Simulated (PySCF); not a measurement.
# C2HFSe (SMILES FC1=C[Se]1): levels of theory compared

We compute a comparison of 6 runs (HF/3-21G, HF/def2-SVP, HF/def2-TZVP, BLYP/cc-pVDZ, PBE0/def2-SVP, MP2/6-31G) of C2HFSe. 

The calculation is run with PySCF 2.14.0.

1 further run of the same task is left out (set aside as unsound or not needed).

### 1 The structure to begin with

C2HFSe has 5 atoms, charge 0, and is taken as a singlet. SMILES: `FC1=C[Se]1`. The shape is that of a PBE0-D4/def2-TZVP optimisation.

Bond lengths: F1–C2 1.295 Å, C2–C3 1.273 Å, C2–Se4 1.914 Å, C3–Se4 2.039 Å, C3–H5 1.073 Å. Angles: F1–C2–C3 145.4°, F1–C2–Se4 138.0°, C3–C2–Se4 76.6°, C2–C3–Se4 66.0°, C2–Se4–C3 37.4°, C2–C3–H5 155.7°, Se4–C3–H5 138.4°.

### 2 Energy and forces at HF/3-21G (run 1)

calc.py

```python
from pyscf import gto

mol = gto.Mole()
mol.atom = '''
F     -0.664995    -2.757866     2.098352
C     -0.418196    -0.941273     0.477912
C      0.884959     0.977555    -0.161950
Se    -2.099108     0.258704    -2.491037
H      2.392015     2.323796    -0.001701
'''
mol.verbose = 4
mol.max_memory = 1860
mol.basis = '3-21g'
mol.unit = 'bohr'
mol.build()

hf = mol.RHF()
hf.conv_tol = 1e-10
hf.kernel()
if not hf.converged:
    hf = hf.newton().run(hf.mo_coeff, hf.mo_occ)

etot = hf.e_tot
print('E = %.10f Eh' % etot)
grad = hf.nuc_grad_method().kernel()
dip = hf.dip_moment()
pop, q = hf.mulliken_pop()
```

Launch:

```console
$ OMP_NUM_THREADS=1 python calc.py
```

Output:

```text
PySCF version 2.14.0

[... 63 lines left out ...]
converged SCF energy = -2563.14254596875
[... 12 lines left out ...]
Dipole moment(X, Y, Z, Debye):  1.08413,  0.94133,  0.14339
[... 57 lines left out ...]
charge of    4H =      0.30938
```

Wall time 3.6 s (1 thread of Intel Xeon at 2.50GHz (Skylake/Cascade Lake), shared host); peak memory 0.12 GiB.

### 3 Energy and gradient at HF/def2-SVP (run 2)

run.py

```python
# FC1=C[Se]1
from pyscf import gto

mol = gto.M(
    atom='''
F       -0.351900      -1.459400       1.110400
C       -0.221300      -0.498100       0.252900
C        0.468300       0.517300      -0.085700
Se      -1.110800       0.136900      -1.318200
H        1.265800       1.229700      -0.000900
''',
    basis='def2-svp',
    max_memory=1860,
    verbose=4,
)

mf = mol.RHF()
mf.conv_tol = 1e-10
mf.kernel()
if not mf.converged:
    mf = mf.newton().run(mf.mo_coeff, mf.mo_occ)

e_tot = mf.e_tot
print(f'total energy: {e_tot:.8f} hartree')
grad = mf.nuc_grad_method().kernel()
mf.analyze()
```

Launch:

```console
$ OMP_NUM_THREADS=1 python run.py
```

Output:

```text
PySCF version 2.14.0

[... 90 lines left out ...]
MO #2   energy= -60.6267850062783  occ= 2
[... 10 lines left out ...]
MO #13  energy= -2.63844254435119  occ= 2
[... 10 lines left out ...]
MO #24  energy= -0.723606699482038 occ= 2
[... 10 lines left out ...]
MO #35  energy= 0.47698270331612   occ= 0
[... 10 lines left out ...]
MO #46  energy= 0.805855906073167  occ= 0
[... 10 lines left out ...]
MO #57  energy= 1.79448016820989   occ= 0
[... 10 lines left out ...]
MO #68  energy= 2.93129372481255   occ= 0
[... 10 lines left out ...]
MO #79  energy= 4.42146797209753   occ= 0
[... 87 lines left out ...]
Dipole moment(X, Y, Z, Debye):  1.28424,  0.87304,  0.41996
```

It took 13 s on 1 thread of Intel Xeon at 2.50GHz (Skylake/Cascade Lake), shared host; peak memory 0.16 GiB.

Runs 3 to 5 aren't shown in full; the table further down has their settings and results.

### 4 Energy and gradient at MP2/6-31G (run 6)

job.py

```python
from pyscf import gto, mp

system = gto.M(
    atom=[
    ('F', (-0.351900, -1.459400, 1.110400)),
    ('C', (-0.221300, -0.498100, 0.252900)),
    ('C', (0.468300, 0.517300, -0.085700)),
    ('Se', (-1.110800, 0.136900, -1.318200)),
    ('H', (1.265800, 1.229700, -0.000900)),
],
    basis='6-31g',
    max_memory=1860,
    spin=0,
    verbose=4,
)

calc0 = system.RHF()
calc0.conv_tol = 1e-10
calc0.kernel()
if not calc0.converged:
    calc0 = calc0.newton().run(calc0.mo_coeff, calc0.mo_occ)

pt = mp.MP2(calc0, frozen=12).run()
e_final = pt.e_tot
print(f'total energy: {e_final:.8f} hartree')
grad = pt.nuc_grad_method().kernel()
dip = calc0.dip_moment()
pop, q = calc0.mulliken_pop()
```

Launch:

```console
$ OMP_NUM_THREADS=1 python job.py
```

Output:

```text
PySCF version 2.14.0

[... 65 lines left out ...]
converged SCF energy = -2575.03361965089
[... 8 lines left out ...]
total energy: -2575.52514926 hartree
[... 8 lines left out ...]
Dipole moment(X, Y, Z, Debye):  1.41407,  1.18267,  0.23386
[... 62 lines left out ...]
charge of    4H =      0.27822
```

It took 18 s on 1 thread of Intel Xeon at 2.50GHz (Skylake/Cascade Lake), shared host; peak memory 0.29 GiB.

### 5 Overview of the runs

```tsv
run	level	integration grid	frozen core orbitals	energy (Eh)	dipole moment (D) of the reference	HOMO energy (eV)	LUMO energy (eV)	wall time
1	HF/3-21G	–	–	-2563.142546	1.44	-8.32	2.65	3.6 s
2	HF/def2-SVP	–	–	-2575.030968	1.61	-8.34	2.56	13 s
3	HF/def2-TZVP	–	–	-2575.546193	1.78	-8.33	2.16	95 s
4	BLYP/cc-pVDZ	5	–	-2578.076749	1.35	-4.24	-1.81	44 s
5	PBE0/def2-SVP	5	–	-2577.194722	1.40	-5.72	-1.12	36 s
6	MP2/6-31G	–	12	-2575.525149	1.86	-8.52	2.23	18 s
```

### 6 Summary of results

| quantity | value |
| --- | --- |
| run 6: total energy | -2575.52515 Eh |
| run 6: dipole moment (Hartree–Fock density) | 1.86 D |
| run 6: HOMO energy (Hartree–Fock orbitals) | -8.52 eV |
| run 6: LUMO energy (Hartree–Fock orbitals) | 2.23 eV |
| run 6: HOMO–LUMO gap (Hartree–Fock orbitals) | 10.75 eV |
| run 6: correlation energy (12 core orbitals frozen) | -491.5 mEh |
| run 6: largest force on an atom | 3.764 eV/Å |

**Reading.** Over runs 1, 2, 3, 4, 5 the dipole moment (its size) runs from 1.35 D (BLYP/cc-pVDZ) to 1.78 D (HF/def2-TZVP). The two ends differ in method and basis. Over runs 1, 2, 3, 4, 5 the HOMO–LUMO gap runs from 2.43 eV (BLYP/cc-pVDZ) to 10.97 eV (HF/3-21G). Totals of different functionals can't be ranked against each other. All runs together took 3.5 min, the longest 95 s.
